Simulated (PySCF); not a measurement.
# AsO−: bond curves at several levels of theory

Aim: find the lowest electronic state of AsO−, scan its bond at several levels of theory, and get bond length, wavenumber and dissociation energy from each curve.

The runs use PySCF 2.14.0; As aug-cc-pVDZ-PP with ECP10, O aug-cc-pVDZ, scalar-relativistic core potentials.

1 further run of the same task is left out (set aside as unsound or not needed).

## (1) Input

The job is set up so:

- atoms: As, O
- charge: -1
- basis: As aug-cc-pVDZ-PP with ECP10, O aug-cc-pVDZ
- Hamiltonian: scalar-relativistic core potentials
- basis functions: 55
- electrons treated: 32
- masses in u: 74.9216, 15.9949
- levels: PBE0, PBE, r²SCAN, PW91, TPSS, BLYP, MP2, SCS-MP2
- grid: 80 radial by 434 angular points
- occupations: held fixed by the projection of orbital angular momentum
- dissociation limit: As + O−, each in its ground configuration
- starting distance in angstrom: 1.875
- values of 2S to try: 0, 2, 4

The run is started by

```
> OMP_NUM_THREADS=1 python dia.py task.json out
```

The runs that follow: The PBE0 curve of the state that the search chose; Higher solutions at PBE0; PBE; r²SCAN (meta-GGA); PW91; TPSS; BLYP (GGA).

Q: Predict the outcome of this session. Wanted: for each run, Re; ωe; De; μ.

**Answer**, as computed:

Lowest PBE0 solution found, without spin–orbit coupling: ³Σ⁻ (triplet), unpaired electrons π ↑↑. State 2 has its PBE0 minimum 0.25 eV higher, as a spin-mixed determinant (⟨S²⟩ = 1.01), so this is no gap between pure states. State 3 has its PBE0 minimum 0.97 eV higher. The other levels ran on the lowest alone.

| level | Re (Å) | ωe (cm⁻¹) | De (eV) | μ (D) |
| --- | --- | --- | --- | --- |
| UHF-MP2 | 1.736 | 772 | 4.59 | n/a |
| UHF-SCS-MP2 | 1.729 | 782 | 4.33 | n/a |
| PBE | 1.735 | 768 | 4.98 | -1.92 |
| PW91 | 1.734 | 769 | 5.01 | -1.96 |
| BLYP | 1.749 | 740 | 4.83 | -2.03 |
| TPSS | 1.731 | 777 | 4.84 | -1.93 |
| r²SCAN | 1.714 | 807 | 4.76 | -1.92 |
| PBE0 | 1.706 | 830 | 4.60 | -2.12 |

De is counted to As + O− in their ground configurations. A positive dipole points from As to O; in an ion it is taken about the centre of mass and does not tell which atom is negative.

What this shows: Bond lengths run from 1.706 Å (PBE0) to 1.749 Å (BLYP). Of the levels with a De here, UHF-SCS-MP2 gives the least (4.33 eV) and PW91 the most (5.01 eV).

Correlated steps freeze 5 core orbitals. With some functionals the highest level of the anion is positive, from self-interaction error or because the anion is truly unbound there; the finite basis then holds the extra electron, and no neutral molecule was run to test the binding.
